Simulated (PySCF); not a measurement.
# C6H5NO (Nitrosobenzene): the cost of one run

Computed with PySCF 2.14.0, with density-fitted response routines of our own, on a single molecule, in the gas phase or a continuum. Atoms are numbered from 0 throughout.

**1. Starting geometry**

13 atoms, charge 0, multiplicity 1; geometry from: GFN2-xTB. The atoms were then displaced at random by about 0.01 Å, so the start is not that level's minimum.

Bonds of the start (Å): O0–N1 1.24, N1–C2 1.39, C2–C3 1.41, C3–C4 1.34, C4–C5 1.38, C5–C6 1.40, C6–C7 1.37, C7–C2 1.43, C3–H8 1.10, C4–H9 1.08, C5–H10 1.07, C6–H11 1.08, C7–H12 1.08.

**2. Geometry optimisation at PBE0-D3(BJ)/def2-TZVP**

The job: settings as JSON, then the geometry in Å.

```
{"job": {"xc": "PBE0", "basis": "def2-TZVP", "d3": "d3bj", "grid": 2, "shake": 0.01, "kind": "geom"}, "charge": 0, "multiplicity": 1}
O     -2.397290    -2.202470     0.239390
N     -2.280820    -1.022150    -0.138480
C     -1.017810    -0.456210    -0.064900
C     -0.858550     0.876420    -0.486800
C      0.330100     1.501930    -0.451050
C      1.447180     0.833120     0.020750
C      1.361380    -0.493390     0.446030
C      0.149590    -1.129930     0.405640
H     -1.780610     1.380360    -0.818830
H      0.422500     2.531170    -0.756580
H      2.399100     1.325260     0.063700
H      2.235340    -1.010150     0.807240
H     -0.004300    -2.150840     0.723590
```

Run with:

```sh
$ OMP_NUM_THREADS=1 python probes_run.py task.json out
```

This one command runs all jobs of the session in turn.

Q: Estimate the wall time and peak memory of this first job on 1 thread of Arm Neoverse V1, shared host.

About 5.8 min, with a peak of 1.3 GiB.
